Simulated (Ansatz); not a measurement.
# Cs4Sn: the cost of one run

Computed with Ansatz 0.2.0 (DFT PBE, scalar-relativistic, plane waves, PAW, unless a step's input says otherwise).

## 1. The system as given

It takes space group Pm-3m (No. 221, cubic). Conventional cell: a = 6.584 Å, b = 6.584 Å, c = 6.584 Å, α = 90.00°, β = 90.00°, γ = 90.00°. Cs (site symmetry m-3m) is surrounded by 6 Cs at 3.29 Å. Cs (site symmetry 4/mmm) is surrounded by 2 Cs at 3.29 Å.

As a file:

```xyz
5
Lattice="6.5842 0.0000 0.0000 0.0000 6.5842 0.0000 0.0000 0.0000 6.5842" Properties=species:S:1:pos:R:3 pbc="T T T"
Cs    0.0000    0.0000    0.0000
Cs    3.2921    0.0000    0.0000
Cs    0.0000    3.2921    0.0000
Cs    0.0000    0.0000    3.2921
Sn    3.2921    3.2921    3.2921
```

Recipe of the guess: random cell by space group and Wyckoff sites (Pm-3m, No. 221). Lengths come from tabulated atomic sizes and are only a guess.

## 2. A first look at the guess

The input, input.yaml:

```yaml
crystal:
  lattice:
    - [6.58424166, 0.0, 0.0]
    - [0.0, 6.58424166, 0.0]
    - [0.0, 0.0, 6.58424166]
  atoms:
    - { symbol: Cs, position: [0.0, 0.0, 0.0] }
    - { symbol: Cs, position: [0.5, 0.0, 0.0] }
    - { symbol: Cs, position: [0.0, 0.5, 0.0] }
    - { symbol: Cs, position: [0.0, 0.0, 0.5] }
    - { symbol: Sn, position: [0.5, 0.5, 0.5] }
basis:
  ecutwfc: 420
kpoints:
  mp_grid: { grid: [4, 4, 4] }
hamiltonian:
  xc: pbe
scf:
  occupations: { method: gaussian, width: 0.1 }
  lower_state_search: "off"
output:
  forces: true
  stress: true
  eigenvalues: true
```

Launch:

```bash
$ ansatz run input.yaml --threads 1 --pin off --max-ram 2048MiB --backend cpu --events-out ev --progress --plain --runs-dir out
```

**Question.** How long does this run take on 1 thread of Arm Neoverse V1, shared host, and how much memory does it need?

About 8.1 s, with a peak of 0.46 GiB.
